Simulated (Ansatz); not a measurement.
# C3H9FGeO: how energies converge with the basis set

One table from this session's results is given with a row withheld; the runs are named, their logs left out.

Computed with Ansatz 0.2.0, Gaussian basis. Level: one geometry, several basis sets.

The runs, in order: PBE0-D4/def2-SVP; ωB97M-V/def2-SVP; PBE0-D4/def2-QZVPP; ωB97M-V/def2-QZVPP; the functionals' def2-TZVPP values are taken from earlier runs.

### The geometry

An earlier PBE0-D4 in a triple-zeta def2 set relaxation fixed the geometry.

SMILES `CC(C)[O][GeH2][F]`, 15 atoms, charge 0, spin multiplicity 1.

Atoms are counted from 1 here; the program's logs count them from 0.

Bond lengths: C1–C2 1.516 Å, C1–H7 1.093 Å, C1–H8 1.093 Å, C1–H9 1.092 Å, C2–C3 1.513 Å, C2–O4 1.427 Å, C2–H10 1.102 Å, C3–H11 1.093 Å, C3–H12 1.092 Å, C3–H13 1.091 Å, O4–Ge5 1.754 Å, Ge5–F6 1.743 Å, Ge5–H14 1.527 Å, Ge5–H15 1.536 Å. Angles: C2–C1–H7 110.6°, C2–C1–H8 109.9°, C2–C1–H9 111.1°, H7–C1–H8 108.5°, H7–C1–H9 108.5°, H8–C1–H9 108.2°, C1–C2–C3 112.5°, C1–C2–O4 110.1°, C1–C2–H10 108.8°, C3–C2–O4 107.4°, C3–C2–H10 108.6°, O4–C2–H10 109.3°, C2–C3–H11 109.9°, C2–C3–H12 110.7°, C2–C3–H13 110.7°, H11–C3–H12 108.5°, H11–C3–H13 108.3°, H12–C3–H13 108.6° and more.

Set-up of the first run:

File in.yaml:

```yaml
crystal:
  periodic: [false, false, false]
  atoms:
    - {symbol: C, position_ang: [-0.167377, -0.531962, 1.448328]}
    - {symbol: C, position_ang: [0.448677, -0.212070, 0.101061]}
    - {symbol: C, position_ang: [1.287502, -1.350249, -0.436630]}
    - {symbol: O, position_ang: [-0.575839, 0.052279, -0.857087]}
    - {symbol: Ge, position_ang: [-1.212197, 1.673114, -1.066516]}
    - {symbol: F, position_ang: [-2.166813, 2.078003, 0.334126]}
    - {symbol: H, position_ang: [0.610717, -0.741482, 2.186428]}
    - {symbol: H, position_ang: [-0.811153, -1.410900, 1.363715]}
    - {symbol: H, position_ang: [-0.773000, 0.301027, 1.810388]}
    - {symbol: H, position_ang: [1.089505, 0.678122, 0.205258]}
    - {symbol: H, position_ang: [0.666929, -2.239986, -0.568430]}
    - {symbol: H, position_ang: [2.097742, -1.591953, 0.255003]}
    - {symbol: H, position_ang: [1.721120, -1.087902, -1.403201]}
    - {symbol: H, position_ang: [-2.162422, 1.627325, -2.260796]}
    - {symbol: H, position_ang: [-0.075191, 2.705634, -1.082445]}
basis:
  gaussian: {orbitals: def2-SVP}
hamiltonian: {xc: pbe0, dispersion: d4}
output: {orbitals: {seedname: orbitals}}
```

Started as:

```
$ ansatz run in.yaml --threads 2 --pin off --events-out ev --progress --plain --max-ram 20480MiB --backend cpu
```

Steps of the session up to this table: PBE0-D4 in def2-SVP; ωB97M-V in def2-SVP; PBE0-D4 in def2-QZVPP; ωB97M-V in def2-QZVPP.

One of the session's tables, all rows but one given; the rest of the session is left out.

| functional | basis | HOMO (eV) | LUMO (eV) |
| --- | --- | --- | --- |
| PBE0-D4 | def2-SVP | -8.19 | 0.85 |
| PBE0-D4 | def2-TZVPP | -8.25 | 0.52 |
| PBE0-D4 | def2-QZVPP | -8.28 | 0.21 |
| ωB97M-V | def2-SVP | -10.56 | 2.75 |
| ωB97M-V | def2-TZVPP | -10.66 | 2.29 |
| ωB97M-V | def2-QZVPP | ? | ? |

**Question.** Estimate the row for ωB97M-V, def2-QZVPP.

**Answer.** HOMO (eV): -10.68; LUMO (eV): 1.66. In the column «HOMO (eV)» it is the lowest.
